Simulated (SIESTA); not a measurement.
TePd3 under changes of volume

One of the cells (17.956 Å³/atom); the others are scaled copies at fixed shape and fractional positions:

```
Te Pd
1.0
     2.49669   -2.50893    0.00000
     2.49669    2.50893    0.00000
     0.00000    0.00000    5.73305
Te Pd
1 3
Direct
  0.00000 0.00000 0.00000
  0.50000 0.50000 0.25191
  0.00000 0.00000 0.50000
  0.50000 0.50000 0.74809
```

The cell comes from a database or a generator and needn't be the stable form of this composition.

| Quantity | Value |
| --- | --- |
| Program | SIESTA 5.4.2 |
| Functional | PBEsol |
| Potentials or basis | PseudoDojo 0.4 standard (PBEsol files) |
| Basis | DZP (energy shift 0.003 Ry; two zetas on semicore shells) |
| Grid cutoff | 800 Ry |
| Energy shift | 0.003 Ry |
| k mesh | 8 × 8 × 5 |
| Occupations | fermi-dirac, width 0.05 eV |
| Spin | no spin polarisation |

| volume (Å³/atom) | energy over the lowest point (meV/atom) | pressure (GPa) | largest force (eV/Å) |
| --- | --- | --- | --- |
| 16.548 | 2.38 | 2.9 | 0.446 |
| 16.900 | 0.00 | -0.6 | 0.403 |
| 17.252 | 4.71 | -3.5 | 0.378 |
| 17.956 | 31.02 | -8.3 | 0.285 |
| 18.308 | 51.58 | -10.2 | 0.256 |
| 18.660 | ? | ? | ? |

**Question.** What does the run at 18.660 Å³/atom give?

**Answer.** Energy over the lowest point 75.80 meV/atom; pressure -11.7 GPa; largest force 0.228 eV/Å.

Worked out: A Birch-Murnaghan fit of order 3 (a polynomial in V^(-2/3)) to the other rows has its minimum at 16.83 Å³/atom with B0 = V·E''(V) = 152 GPa and B' = 5.2 at fixed shape and positions, which overstates the stiffness. It gives 76.13 meV/atom at 18.660 Å³/atom, against the run's 75.80, and -dE/dV = -12.0 GPa, against -11.7.

Energies are extrapolated to zero smearing.

Caveats: the basis of atomic orbitals isn't converged, which shifts pressures, moduli and gaps.
